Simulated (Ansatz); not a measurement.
# GeHNO: the cost of one run

The runs use Ansatz 0.2.0, Gaussian basis; the settings change from run to run.

13 further runs of the same task are left out: 6 that didn't finish, 7 set aside as unsound or not needed.

## 1. The system

The geometry is a PBE0/def2-TZVP stationary point (not a proven minimum) of the parent state, kept for this charge and spin. No spin-orbit coupling is included. The filled d shell of Ge may be among the frozen orbitals whatever the setting's name suggests; the logs give the count.

4 atoms, charge 1, spin multiplicity 2.

Atoms are counted from 1 here; the program's logs count them from 0.

Bond lengths: N1–Ge2 1.636 Å, Ge2–O3 1.748 Å, O3–H4 0.964 Å. Angles: N1–Ge2–O3 175.4°, Ge2–O3–H4 113.0°.

## 2. CISD/cc-pVDZ

Contents of in.yaml:

```yaml
crystal:
  periodic: [false, false, false]
  atoms:
    - {symbol: N, position_ang: [-0.000007, -0.160100, 2.209162]}
    - {symbol: Ge, position_ang: [0.000015, -0.147689, 0.572922]}
    - {symbol: O, position_ang: [-0.000001, -0.274884, -1.170536]}
    - {symbol: H, position_ang: [-0.000007, 0.582674, -1.611548]}
basis:
  gaussian: {orbitals: cc-pVDZ}
total_charge: 1
magnetization: {spin_polarized: false, initial_magnetization: 1}
correlation: {active_space: {ras: {orbitals: [7, 1, 36], electrons: 15, max_holes: 2, max_particles: 2}, fixed_orbitals: true}}
accuracy: high
output: {forces: true}
```

On the command line:

```
$ ansatz run in.yaml --threads 1 --pin off --events-out ev --progress --plain --max-ram 2393MiB
```

What time and memory should one allow on 1 thread of Arm Neoverse V1, shared host?

About 27 s, with a peak of 0.29 GiB.
